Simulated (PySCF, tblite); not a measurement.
# C4H11NSi: geometry, infrared bands and NMR shifts

Wanted: the infrared bands and NMR shifts of C4H11NSi (`C[C@@H]1C[Si@@H](C)N1`), by calculation.

Programs: tblite 0.8.0 and PySCF 2.14.0, with density-fitted response routines of our own. Each step states its level of theory. These are calculated values for one molecule in the gas phase, unless marked as measured. Atoms are numbered from 0 throughout.

## Step 1: The molecule as given

17 atoms, charge 0, multiplicity 1; geometry from: force field or distance geometry start.

Bonds of the start (Å): C0–C1 1.52, C1–C2 1.53, C2–Si3 1.90, Si3–C4 1.85, Si3–N5 1.70, N5–C1 1.39, C0–H6 1.10, C0–H7 1.11, C0–H8 1.10, C1–H9 1.11, C2–H10 1.10, C2–H11 1.10, Si3–H12 1.45, C4–H13 1.12, C4–H14 1.11, C4–H15 1.12, N5–H16 0.99.

## Step 2: Relaxing the molecule with GFN2-xTB

The job: settings as JSON, then the geometry in Å.

```
{"job": {"kind": "relax", "xc": "GFN2-xTB", "basis": "xTB"}, "charge": 0, "multiplicity": 1}
C      2.422400     0.096500     0.547800
C      0.938900     0.381200     0.418900
C      0.128200    -0.795400     0.968000
Si    -1.189600    -0.546200    -0.374800
C     -2.551500     0.579800     0.188900
N      0.289000     0.185100    -0.790700
H      2.599000    -0.880500     0.068100
H      2.642100    -0.026800     1.630800
H      2.997700     0.904800     0.073800
H      0.691200     1.343900     0.901800
H     -0.247000    -0.649300     1.992300
H      0.708000    -1.720800     0.839800
H     -1.620400    -1.767000    -1.035100
H     -2.426600     1.578400    -0.309800
H     -3.533000     0.139400    -0.076300
H     -2.490800     0.771200     1.288600
H      0.635300     0.417700    -1.692400
```

Started as:

```console
> OMP_NUM_THREADS=1 python probes_run.py task.json out
```

The driver reads the jobs from task.json and runs them one after another.

**Question.** This job is followed by: GFN2-xTB harmonic vibrations, gas phase; GIAO PBE0/pcSseg-1 NMR shielding, non-relativistic, gas phase. What will the session give for the following? strongest single infrared mode (GFN2-xTB); zero-point energy (GFN2-xTB); 13C shifts against TMS (PBE0/pcSseg-1); 1H shifts against TMS (PBE0/pcSseg-1, means over atoms taken as alike); 29Si shifts against TMS (PBE0/pcSseg-1); 15N shifts against NH3 (PBE0/pcSseg-1).

The runs gave:

| quantity | value |
| --- | --- |
| strongest single infrared mode (GFN2-xTB) | 2146 cm⁻¹, 400 km/mol |
| zero-point energy (GFN2-xTB) | 89.8 kcal/mol |
| 13C shifts against TMS (PBE0/pcSseg-1) | 55.5, 31.1, 23.0, 3.2 ppm |
| 1H shifts against TMS (PBE0/pcSseg-1, means over atoms taken as alike) | 5.92, 4.06, 1.84, 1.26, 0.87, 0.36, 0.30 ppm |
| 29Si shifts against TMS (PBE0/pcSseg-1) | 2.0 ppm |
| 15N shifts against NH3 (PBE0/pcSseg-1) | 59.4 ppm |

In words: Over 129 steps the energy fell by 1.050 eV; of the close pairs, C1–N5 changed most, 1.387 to 1.459 Å. No mode is imaginary among the 45: a minimum at this level. The strongest single mode, at 2146 cm⁻¹, moves mainly H12. Unscaled tight-binding wavenumbers are off by several per cent, some by more. Its intensities can rank the bands wrongly. C1 (sp3 CH bonded to N) lies farthest downfield among carbon, at 55.5 ppm; pulled downfield by the heteroatom. At PBE0/pcSseg-1: Shielding is most anisotropic at Si3 (span 98 ppm, paramagnetic term -533 ppm).
